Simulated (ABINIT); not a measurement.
# Si3S (Im-3m) in ABINIT: single point with PBEsol

Aim: the single point of Si3S with PBEsol.

Program: ABINIT 10.8.3 (patched build). These are calculated values, not measurements. Logs are shortened: lines on timing, memory, paths and dates and some standing lists are left out, and cuts for length are marked. The log counts tension as positive stress, the text compression.

## (1) Starting point

The structure is cubic, space group Im-3m (No. 229). Conventional cell: a = 5.051 Å, b = 5.051 Å, c = 5.051 Å, α = 90.00°, β = 90.00°, γ = 90.00°. Si (site symmetry 4/mmm) is surrounded by 4 Si at 2.53 Å and 2 S at 2.53 Å. Around S (site symmetry m-3m) lie 6 Si at 2.53 Å.

The cell was built by a generator and needn't be a form met in nature.

## (2) Single point, PBEsol

run.abi reads:

```
# Pseudopotentials
pp_dirpath "./"
pseudos "Si.GGA_PBE-ansatz.xml, S.GGA_PBE-ansatz.xml"

# Structure
acell 3*1.0
rprim
    -4.7724655332     4.7724655332     4.7724655332
     4.7724655332    -4.7724655332     4.7724655332
     4.7724655332     4.7724655332    -4.7724655332
ntypat 2
znucl 14 16
natom 4
typat 1 1 1 2
xred
     0.0000000000     0.5000000000     0.5000000000
     0.5000000000     0.0000000000     0.5000000000
     0.5000000000     0.5000000000     0.0000000000
     0.0000000000     0.0000000000     0.0000000000

# Plane-wave basis
ecut 326.536635 eV
pawecutdg 24.0
pawxcdev 0
pawovlp 30

# k points
kptopt 1
ngkpt 6 6 6
nshiftk 1
shiftk 0.0 0.0 0.0

# Exchange and correlation
ixc -116133

# Bands and occupations
nband 13
occopt 3
tsmear 0.00183747

# SCF cycle
nstep 100
tolvrs 1.0e-9

# Output
iomode 3
prtwf 0
prtden 0
prteig 0
prtebands 0
prtvol 2
```

Potentials or basis: Ansatz PAW PBE default generated set, frozen core.

On the command line:

```
abinit run.abi > log 2>&1
```

run.abo:

```text
[... set-up lines left out ...]
 ETOT  1  -22.228219184158    -2.223E+01 4.480E-02 1.422E+00
 ETOT  2  -22.247119131516    -1.890E-02 1.755E-03 2.465E-01
 ETOT  3  -22.246433229289     6.859E-04 1.559E-03 9.200E-03
 ETOT  4  -22.246365617837     6.761E-05 7.614E-04 1.694E-03
 ETOT  5  -22.246366168084    -5.502E-07 1.405E-03 2.389E-04
 ETOT  6  -22.246364559511     1.609E-06 6.073E-04 6.079E-05
 ETOT  7  -22.246364366481     1.930E-07 6.446E-04 6.725E-06
 ETOT  8  -22.246364333544     3.294E-08 1.953E-04 5.899E-07
 ETOT  9  -22.246364332602     9.425E-10 1.642E-04 2.926E-07
 ETOT 10  -22.246364331085     1.517E-09 4.404E-05 1.743E-08
 ETOT 11  -22.246364331026     5.885E-11 7.896E-05 9.968E-11

 At SCF step   11       nres2   =  9.97E-11 < tolvrs=  1.00E-09 =>converged.

 Cartesian components of stress tensor (hartree/bohr^3)
  sigma(1 1)=  1.28105383E-04  sigma(3 2)=  0.00000000E+00
  sigma(2 2)=  1.28105383E-04  sigma(3 1)=  0.00000000E+00
  sigma(3 3)=  1.28105383E-04  sigma(2 1)=  0.00000000E+00

--- !ResultsGS
iteration_state: {dtset: 1, }
comment   : Summary of ground state results
lattice_vectors:
- [ -4.7724655,   4.7724655,   4.7724655, ]
- [  4.7724655,  -4.7724655,   4.7724655, ]
- [  4.7724655,   4.7724655,  -4.7724655, ]
lattice_lengths: [   8.26615,    8.26615,    8.26615, ]
lattice_angles: [109.471, 109.471, 109.471, ] # degrees, (23, 13, 12)
lattice_volume:   4.3479886E+02
convergence: {deltae:  5.885E-11, res2:  9.968E-11, residm:  7.896E-05, diffor: null, }
etotal    :  -2.22463643E+01
entropy   :   0.00000000E+00
fermie    :   2.56982531E-01
cartesian_stress_tensor: # hartree/bohr^3
- [  1.28105383E-04,   0.00000000E+00,   0.00000000E+00, ]
- [  0.00000000E+00,   1.28105383E-04,   0.00000000E+00, ]
- [  0.00000000E+00,   0.00000000E+00,   1.28105383E-04, ]
pressure_GPa:  -3.7690E+00
xred      :
- [ -4.2387E-18,   5.0000E-01,   5.0000E-01, Si]
- [  5.0000E-01,  -4.2387E-18,   5.0000E-01, Si]
- [  5.0000E-01,   5.0000E-01,  -4.2387E-18, Si]
- [  0.0000E+00,   0.0000E+00,   0.0000E+00,  S]
cartesian_forces: # hartree/bohr
- [ -0.00000000E+00,  -0.00000000E+00,  -0.00000000E+00, ]
- [ -0.00000000E+00,  -0.00000000E+00,  -0.00000000E+00, ]
- [ -0.00000000E+00,  -0.00000000E+00,  -0.00000000E+00, ]
- [ -0.00000000E+00,  -0.00000000E+00,  -0.00000000E+00, ]
force_length_stats: {min:   0.00000000E+00, max:   0.00000000E+00, mean:   0.00000000E+00, }
...

 Integrated electronic density in atomic spheres:
 ------------------------------------------------
 Atom  Sphere_radius  Integrated_density
    1        2.63806          3.35336854
    2        2.63806          3.35336854
    3        2.63806          3.35336854
    4        2.49066          5.42830903

================================================================================

 ----iterations are completed or convergence reached----

 Mean square residual over all n,k,spin=   62.767E-08; max=  78.960E-06
   0.0000  0.0000  0.0000    1  4.95402E-12 kpt; spin; max resid(k); each band:
  4.70E-12 4.95E-12 1.01E-13 9.85E-14 1.01E-13 2.40E-15 2.98E-15 5.29E-16
  2.84E-16 6.71E-16 4.90E-15 4.85E-15 4.92E-15
   0.1667  0.0000  0.0000    1  6.44002E-09 kpt; spin; max resid(k); each band:
  4.85E-12 4.16E-12 1.69E-12 1.44E-12 5.12E-13 1.98E-12 1.39E-12 6.41E-14
  4.29E-13 1.06E-13 8.32E-11 1.12E-10 6.44E-09
   0.3333  0.0000  0.0000    1  2.62549E-08 kpt; spin; max resid(k); each band:
  4.40E-12 3.65E-12 1.66E-12 2.66E-12 1.73E-12 3.86E-15 2.04E-12 2.06E-12
  9.25E-13 1.14E-12 1.78E-13 1.98E-12 2.63E-08
   0.5000  0.0000  0.0000    1  3.65214E-06 kpt; spin; max resid(k); each band:
  4.10E-12 1.88E-12 2.26E-12 2.21E-12 1.24E-13 2.87E-15 1.94E-12 1.70E-12
  1.82E-13 1.26E-12 5.01E-13 2.07E-13 3.65E-06
   0.1667  0.1667  0.0000    1  3.53783E-05 kpt; spin; max resid(k); each band:
  4.37E-12 3.76E-12 2.07E-12 2.32E-12 2.45E-12 2.14E-12 2.39E-12 5.83E-13
  9.93E-13 1.65E-13 9.62E-13 1.85E-08 3.54E-05
   0.3333  0.1667  0.0000    1  2.02562E-10 kpt; spin; max resid(k); each band:
  3.94E-12 2.89E-12 2.26E-12 2.24E-12 2.07E-12 2.10E-12 1.48E-12 2.38E-12
[... 16 lines left out ...]
   0.5000  0.5000  0.1667    1  5.30089E-06 kpt; spin; max resid(k); each band:
  3.63E-12 2.00E-12 2.14E-12 1.36E-12 2.98E-12 2.18E-12 2.28E-12 1.24E-12
  2.83E-12 2.98E-12 3.64E-12 1.22E-11 5.30E-06
  -0.3333  0.5000  0.1667    1  3.80336E-07 kpt; spin; max resid(k); each band:
  3.31E-12 2.69E-12 1.73E-12 2.91E-12 2.04E-12 2.29E-12 2.43E-12 2.11E-12
  2.30E-12 2.48E-12 3.28E-12 3.48E-09 3.80E-07
  -0.3333  0.3333  0.3333    1  3.28841E-06 kpt; spin; max resid(k); each band:
  3.54E-12 2.86E-12 2.00E-14 2.00E-12 2.34E-12 2.79E-12 2.58E-12 1.42E-12
[... 18 lines left out ...]
 cartesian coordinates (angstrom) at end:
    1      2.52547999827616     0.00000000000000    -0.00000000000000
    2      0.00000000000000     2.52547999827616    -0.00000000000000
    3     -0.00000000000000     0.00000000000000     2.52547999827616
    4      0.00000000000000     0.00000000000000     0.00000000000000

 cartesian forces (hartree/bohr) at end:
    1     -0.00000000000000    -0.00000000000000    -0.00000000000000
    2     -0.00000000000000    -0.00000000000000    -0.00000000000000
    3     -0.00000000000000    -0.00000000000000    -0.00000000000000
    4     -0.00000000000000    -0.00000000000000    -0.00000000000000
 frms,max,avg= 0.0000000E+00 0.0000000E+00   0.000E+00  0.000E+00  0.000E+00 h/b

 cartesian forces (eV/Angstrom) at end:
    1     -0.00000000000000    -0.00000000000000    -0.00000000000000
    2     -0.00000000000000    -0.00000000000000    -0.00000000000000
    3     -0.00000000000000    -0.00000000000000    -0.00000000000000
    4     -0.00000000000000    -0.00000000000000    -0.00000000000000
 frms,max,avg= 0.0000000E+00 0.0000000E+00   0.000E+00  0.000E+00  0.000E+00 e/A
 length scales=  1.000000000000  1.000000000000  1.000000000000 bohr
              =  0.529177210544  0.529177210544  0.529177210544 angstroms
 Fermi (or HOMO) energy (hartree) =   0.25698   Average Vxc (hartree)=  -0.39855
 Eigenvalues (hartree) for nkpt=  16  k points:
 kpt#   1, nband= 13, wtk=  0.00463, kpt=  0.0000  0.0000  0.0000 (reduced coord)
  -0.31717   -0.06785    0.06082    0.06082    0.06082    0.12082    0.12082    0.14303
   0.14303    0.14303    0.30140    0.30140    0.30140
      occupation numbers for kpt#   1
   2.00000    2.00000    2.00000    2.00000    2.00000    2.00000    2.00000    2.00000
   2.00000    2.00000    0.00000    0.00000    0.00000
 kpt#   2, nband= 13, wtk=  0.05556, kpt=  0.1667  0.0000  0.0000 (reduced coord)
  -0.30951   -0.08830    0.03965    0.04118    0.05302    0.10076    0.11722    0.12861
   0.19563    0.20107    0.32850    0.33732    0.35358
      occupation numbers for kpt#   2
   2.00000    2.00000    2.00000    2.00000    2.00000    2.00000    2.00000    2.00000
   2.00000    2.00000    0.00000    0.00000    0.00000
 kpt#   3, nband= 13, wtk=  0.05556, kpt=  0.3333  0.0000  0.0000 (reduced coord)
  -0.29044   -0.12590   -0.01451    0.01516    0.03984    0.10789    0.14127    0.15471
   0.25820    0.27054    0.30092    0.32359    0.39504
      occupation numbers for kpt#   3
   2.00000    2.00000    2.00000    2.00000    2.00000    2.00000    2.00000    2.00000
[... 64 lines left out ...]
      occupation numbers for kpt#  14
   2.00000    2.00000    2.00000    2.00000    2.00000    2.00000    2.00000    2.00000
   2.00000    0.00000    0.00000    0.00000    0.00000
 kpt#  15, nband= 13, wtk=  0.05556, kpt=  0.5000  0.5000  0.3333 (reduced coord)
  -0.26745   -0.10444   -0.07498   -0.01496    0.01586    0.03260    0.14353    0.18728
   0.22009    0.33245    0.42998    0.44527    0.44668
      occupation numbers for kpt#  15
   2.00000    2.00000    2.00000    2.00000    2.00000    2.00000    2.00000    2.00000
   2.00000    0.00000    0.00000    0.00000    0.00000
 kpt#  16, nband= 13, wtk=  0.00463, kpt=  0.5000  0.5000  0.5000 (reduced coord)
  -0.26413   -0.06780   -0.06780   -0.02417   -0.02417   -0.02417    0.21142    0.21142
   0.21142    0.28271    0.43382    0.43382    0.43382
      occupation numbers for kpt#  16
   2.00000    2.00000    2.00000    2.00000    2.00000    2.00000    2.00000    2.00000
   2.00000    0.00000    0.00000    0.00000    0.00000
 Total charge density [el/Bohr^3]
)     Maximum=    1.7079E-01  at reduced coord.    0.8750    0.8750    0.9750
)Next maximum=    1.7079E-01  at reduced coord.    0.1000    0.1000    0.9750
)     Minimum=   -1.2851E-03  at reduced coord.    0.0000    0.0000    0.0000
)Next minimum=    5.5349E-03  at reduced coord.    0.5000    0.5000    0.0000
   Integrated=    1.8000E+01

--- !EnergyTerms
iteration_state     : {dtset: 1, }
comment             : Components of total free energy in Hartree
kinetic             :  8.37714684549074E+00
hartree             :  1.31520648923277E+00
xc                  : -9.61820190522592E+00
Ewald energy        : -2.45431070824735E+01
psp_core            :  1.51142831762802E+00
local_psp           : -5.49223781530739E+00
PAW spherical_terms :  6.20398016337428E+00
internal            : -2.22457849872810E+01
'-kT*entropy'       : -5.77834019842972E-04
total_energy        : -2.22463628213008E+01
total_energy_eV     : -6.05354371298648E+02
...

--- !EnergyTermsDC
iteration_state     : {dtset: 1, }
comment             : '"Double-counting" decomposition of free energy'
band_energy         :  4.91003251349132E-01
Ewald energy        : -2.45431070824735E+01
psp_core            :  1.51142831762802E+00
xc_dc               : -2.48343717055121E+00
PAW spherical_terms :  2.77832618704132E+00
internal            : -2.22457864970062E+01
'-kT*entropy'       : -5.77834019842972E-04
total_energy_dc     : -2.22463643310261E+01
total_energy_dc_eV  : -6.05354412380365E+02
...

--- !EnergyTermsWithPAWCore
iteration_state     : {dtset: 1, }
comment             : 'Components of total free energy, including PAW core contributions'
Total energy        : -1.26404451153070E+03
Total energy DC     : -1.26404451304042E+03
Total energy (eV)   : -3.43964034353742E+04
Total energy DC (eV): -3.43964034764559E+04
...

 Cartesian components of stress tensor (hartree/bohr^3)
  sigma(1 1)=  1.28105383E-04  sigma(3 2)=  0.00000000E+00
  sigma(2 2)=  1.28105383E-04  sigma(3 1)=  0.00000000E+00
  sigma(3 3)=  1.28105383E-04  sigma(2 1)=  0.00000000E+00

-Cartesian components of stress tensor (GPa)         [Pressure= -3.7690E+00 GPa]
- sigma(1 1)=  3.76899050E+00  sigma(3 2)=  0.00000000E+00
- sigma(2 2)=  3.76899050E+00  sigma(3 1)=  0.00000000E+00
- sigma(3 3)=  3.76899050E+00  sigma(2 1)=  0.00000000E+00

== END DATASET(S) ==============================================================
================================================================================

 -outvars: echo values of variables after computation  --------
            acell      1.0000000000E+00  1.0000000000E+00  1.0000000000E+00 Bohr
           etotal     -2.2246364331E+01
            fcart     -0.0000000000E+00 -0.0000000000E+00 -0.0000000000E+00
                      -0.0000000000E+00 -0.0000000000E+00 -0.0000000000E+00
                      -0.0000000000E+00 -0.0000000000E+00 -0.0000000000E+00
                      -0.0000000000E+00 -0.0000000000E+00 -0.0000000000E+00
            rprim     -4.7724655332E+00  4.7724655332E+00  4.7724655332E+00
                       4.7724655332E+00 -4.7724655332E+00  4.7724655332E+00
                       4.7724655332E+00  4.7724655332E+00 -4.7724655332E+00
           strten      1.2810538330E-04  1.2810538330E-04  1.2810538330E-04
                       0.0000000000E+00  0.0000000000E+00  0.0000000000E+00
           xangst      2.5254799983E+00  9.4809587185E-17 -9.4809587185E-17
                       9.4809587185E-17  2.5254799983E+00 -9.4809587185E-17
                      -1.0551422218E-16  8.4104952193E-17  2.5254799983E+00
                       0.0000000000E+00  0.0000000000E+00  0.0000000000E+00
             xred     -4.2386536418E-18  5.0000000000E-01  5.0000000000E-01
                       5.0000000000E-01 -4.2386536418E-18  5.0000000000E-01
                       5.0000000000E-01  5.0000000000E-01 -4.2386536418E-18
                       0.0000000000E+00  0.0000000000E+00  0.0000000000E+00
 Calculation completed.
```

Wall time 55 s (1 thread of Arm Neoverse V2, shared host); peak memory 0.22 GiB.

Results:

```yaml
Free_energy: -605.3544 eV
Pressure: -3.8 GPa
Band_gap_on_the_k_mesh: none (metal or under the smearing width)
```

Levels at points of the mesh, in eV from the Fermi level:
```
           k point  band 6  band 7  band 8  band 9  band 10  band 11  band 12  band 13
(0.00, 0.00, 0.00)   -3.71   -3.71   -3.10   -3.10    -3.10     1.21     1.21     1.21
(0.50, 0.00, 0.00)   -4.28   -2.46   -1.56   -0.50    -0.04     1.81     2.78     4.67
(0.50, 0.50, 0.50)   -7.65   -1.24   -1.24   -1.24     0.70     4.81     4.81     4.81
```

Caveat: the PAW data sets were made with another functional, which shifts forces and pressure a little; the atomic spheres overlap.
